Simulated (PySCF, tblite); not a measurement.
**C₄H₃N₂Si radical: geometry, infrared bands and EPR parameters**

Aim: predict the infrared bands and EPR parameters of C₄H₃N₂Si radical (`N#CC1=[C]C=N[SiH2]1`).

Computed with tblite 0.8.0 and PySCF 2.14.0, with density-fitted response routines of our own, on a single molecule in the gas phase. Atoms are numbered from 0 throughout.

### 1 The molecule as given

10 atoms, charge 0, multiplicity 2; geometry from: force field or distance geometry start.

Bonds of the start (Å): N0–C1 1.17, C1–C2 1.42, C2–C3 1.32, C3–C4 1.42, C4–N5 1.26, N5–Si6 1.78, Si6–C2 1.86, C4–H7 1.11, Si6–H8 1.46, Si6–H9 1.45.

### 2 Optimising the geometry with GFN2-xTB

Job settings and geometry (Å):

```
{"job": {"kind": "relax", "xc": "GFN2-xTB", "basis": "xTB"}, "charge": 0, "multiplicity": 2}
N      3.216800    -0.960800    -0.334100
C      2.073200    -0.729700    -0.262800
C      0.686600    -0.447900    -0.136900
C     -0.345500    -1.242000    -0.330700
C     -1.649600    -0.701400    -0.137000
N     -1.764100     0.517400     0.172200
Si    -0.111000     1.175800     0.297000
H     -2.556900    -1.326400    -0.279700
H      0.278900     1.513400     1.666400
H      0.180400     2.206300    -0.676900
```

On the command line:

```
$ OMP_NUM_THREADS=1 python probes_run.py task.json out
```

One launch serves the whole session: the jobs run in the order shown.

**Question.** This job is followed by: GFN2-xTB harmonic vibrations, gas phase; UKS B3LYP, pcH-1 on C H N Si, non-relativistic, mean-field spin-orbit, GIAO. What will the session give for the following? strongest single infrared mode (GFN2-xTB); zero-point energy (GFN2-xTB); g(iso) (B3LYP); ⟨S²⟩; largest a(iso) (averaged by class); potential on the surface of density 0.002 e/bohr³, 1st and 99th percentile.

The runs gave:

```
                                                                  quantity                  value
                                 strongest single infrared mode (GFN2-xTB)  2386 cm⁻¹, 381 km/mol
                                              zero-point energy (GFN2-xTB)          34.2 kcal/mol
                                                            g(iso) (B3LYP)                2.00159
                                                                      ⟨S²⟩     0.763 (exact 0.75)
                                        largest a(iso) (averaged by class)   13C on C3, 355.0 MHz
potential on the surface of density 0.002 e/bohr³, 1st and 99th percentile     -1.69 V and 2.11 V
```

The optimisation took 31 steps and gained 0.195 eV; among the close pairs (by a distance rule), C2–Si6 changed most, from 1.860 to 1.973 Å. All 24 modes are real, so the xTB geometry is a minimum. The strongest single mode, at 2386 cm⁻¹, moves mainly H8 and H9. Unscaled tight-binding wavenumbers are off by several per cent, some by more. Its intensities can rank the bands wrongly. C3 carries the largest spin population, 0.94 e. The isotropic g lies 0.7 ppt below the free-electron value. The conformer search found further structures of the same energy, which may be mirror or relabelled copies of this one.
